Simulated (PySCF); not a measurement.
**NaBr: a composite coupled-cluster curve**

One table from this session's results is given with a row withheld; the runs are named, their logs left out.

Method: CCSD(T) on RHF, scalar-relativistic core potentials; program: PySCF 2.14.0.

2 further runs of the same task are left out: 2 set aside as unsound or not needed.

The first run:

```yaml
molecule: NaBr
state: singlet, unpaired electrons none
smaller_basis: Na cc-pCVDZ, Br aug-cc-pVDZ-PP with ECP10
larger_basis: Na cc-pCVTZ, Br aug-cc-pVTZ-PP with ECP10
frozen_core_orbitals: 10
extrapolation: correlation as n⁻³ (n = 2, 3), Hartree–Fock as (n+1)·exp(−9√n)
corrections: core–valence correlation
distances_Å: 2.2256, 2.3268, 2.4280, 2.5291, 2.6303, 2.7568, 2.8832
masses_u: 22.9898, 78.9183
dissociation_limit: Na + Br
```

Started as:

```console
$ OMP_NUM_THREADS=4 python comp.py task.json out
```

Among the steps run: Coupled cluster at each distance.

One of the session's tables, all rows but one given; the rest of the session is left out.

It belongs to the step «Coupled cluster at each distance». Parts of the energy along the bond, in eV from Na + Br:

| R (Å) | HF/CBS | CCSD corr. | (T) | core–valence |
| --- | --- | --- | --- | --- |
| 2.2256 | -2.346 | -0.955 | -0.0902 | -0.0427 |
| 2.3268 | -2.591 | -0.936 | -0.0902 | -0.0358 |
| 2.4280 | -2.715 | -0.922 | -0.0905 | -0.0305 |
| 2.5291 | -2.755 | -0.911 | -0.0911 | -0.0263 |
| 2.6303 | -2.734 | -0.903 | -0.0918 | -0.0231 |
| 2.7568 | ? | ? | ? | ? |
| 2.8832 | -2.532 | -0.888 | -0.0937 | -0.0179 |

Q: Estimate the row for R (Å) = 2.7568 from the others.

Worked estimate for «HF/CBS». A straight line through the neighbours (2.6303, -2.734) and (2.8832, -2.532) gives -2.734 + (-2.532 + 2.734) × (2.7568 − 2.6303) / (2.8832 − 2.6303) = -2.633; a parabola fitted to 3 rows on both sides gives -2.660.

The run gave: HF/CBS: -2.653; CCSD corr.: -0.895; (T): -0.0928; core–valence: -0.0201. In «HF/CBS» the line misses by +0.020 and the parabola by -0.007.

Limits of these values: An extrapolation from double and triple zeta is rough, so this isn't yet the limit.
